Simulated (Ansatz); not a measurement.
Pt, space group P6_3/mmc: a check of PAW against all-electron LAPW, run with Ansatz 0.2.0 through its Python package.

The script, `paw_lapw_pt.py`:
```python
'''PAW against all-electron LAPW for Pt.'''

import logging
import sys

import ansatz as az
import numpy as np
import pandas as pd

logging.basicConfig(stream=sys.stdout, format='%(levelname)s %(message)s')
logger = logging.getLogger('pt')
logger.setLevel(logging.INFO)


def count_gap(report):
    # lowest empty less highest filled band, counting bands; zero where they overlap
    return max(report.get('gap_by_band_count_ev') or 0.0, 0.0)


def main() -> None:
    pt = (
        az.Lattice.of((2.760666, 0.0, 0.0), (-1.380333, 2.390807, 0.0), (0.0, 0.0, 4.792134))
        .atom('Pt', (2 / 3, 1 / 3, 0.75))
        .atom('Pt', (1 / 3, 2 / 3, 0.25))
    )

    calc = (
        pt.calculation()
        .functional(az.Functional.LDA)
        .kpoints(14, 14, 7)
        .occupations('Methfessel-Paxton')
        .scf(tolerance=1e-09)
        .stress()
        .forces()
        .band_table()
    )
    variants = {
        'PAW': calc.pseudopotentials('paw'),
        'LAPW': calc.pseudopotentials('all_electron', lapw=True),
    }
    # totals differ by the cores that each treatment holds, so compare what does not depend on them
    rows = []
    for label, variant in variants.items():
        report = variant.run().report
        levels = np.array(report['eigenvalues_ev'][0]) - report['fermi_energy_ev']
        print(label, 'levels at the first k-point near E_F:', np.round(levels[np.abs(levels) < 5], 3))
        rows.append((label, report['n_electrons'], np.trace(report['stress_gpa']) / 3, count_gap(report)))
    print(pd.DataFrame(rows, columns=['treatment', 'electrons in bands', 'P GPa', 'gap by band count eV']).round(4).to_string(index=False))


if __name__ == '__main__':
    main()
```

How well do the two treatments of the cores agree on the pressure?

PAW gives -16.070 GPa and LAPW -16.070 GPa, 0.000 GPa apart. They took 1.7 and 52.2 s of processor time.

The output:

`python paw_lapw_pt.py` gives:
```text
DeckWarning: basis.ecutwfc = 420 eV, auto-derived from the records' recommended cutoffs: set by Pt (normal level)
DeckWarning: output.stress: scf.convergence.dr2_threshold = 1e-9 eV is looser than the 2e-10 eV advised for a printed stress (1e-10 eV for each atom of the cell: 2). What an SCF threshold leaves in a [...]
PAW levels at the first k-point near E_F: [-3.948 -3.409 -3.409 -3.044 -3.044 -1.774 -1.774 -0.728 -0.188 -0.188
  4.618]
LAPW levels at the first k-point near E_F: [-3.951 -3.407 -3.407 -3.043 -3.043 -1.776 -1.776 -0.734 -0.19  -0.19
  4.616]
treatment  electrons in bands    P GPa  gap by band count eV
      PAW                36.0 -16.0702                   0.0
     LAPW                84.0 -16.0704                   0.0
```
(Warnings from the package without file and line, shortened.)

What to keep in mind:
- Absolute energies stand on the zero of these potentials, so only differences at equal settings mean something. A total without «per atom» is that of the cell as typed.
- A gap by band count of zero or less means overlapping bands, a metal.
- At these settings the cell as given stands under about -16 GPa, so it isn't at this functional's equilibrium volume.
- This isn't the structure that Pt takes at ambient conditions.
- Levels are Kohn-Sham eigenvalues on this mesh, without spin-orbit coupling.
- Pressure is positive in compression; the treatments may keep other shells as core, so totals and counts of electrons can differ.
- Wall time of the script: 58 s on 1 thread of Intel(R) Xeon(R) Processor @ 2.30GHz (shared host), peak memory 0.93 GiB.
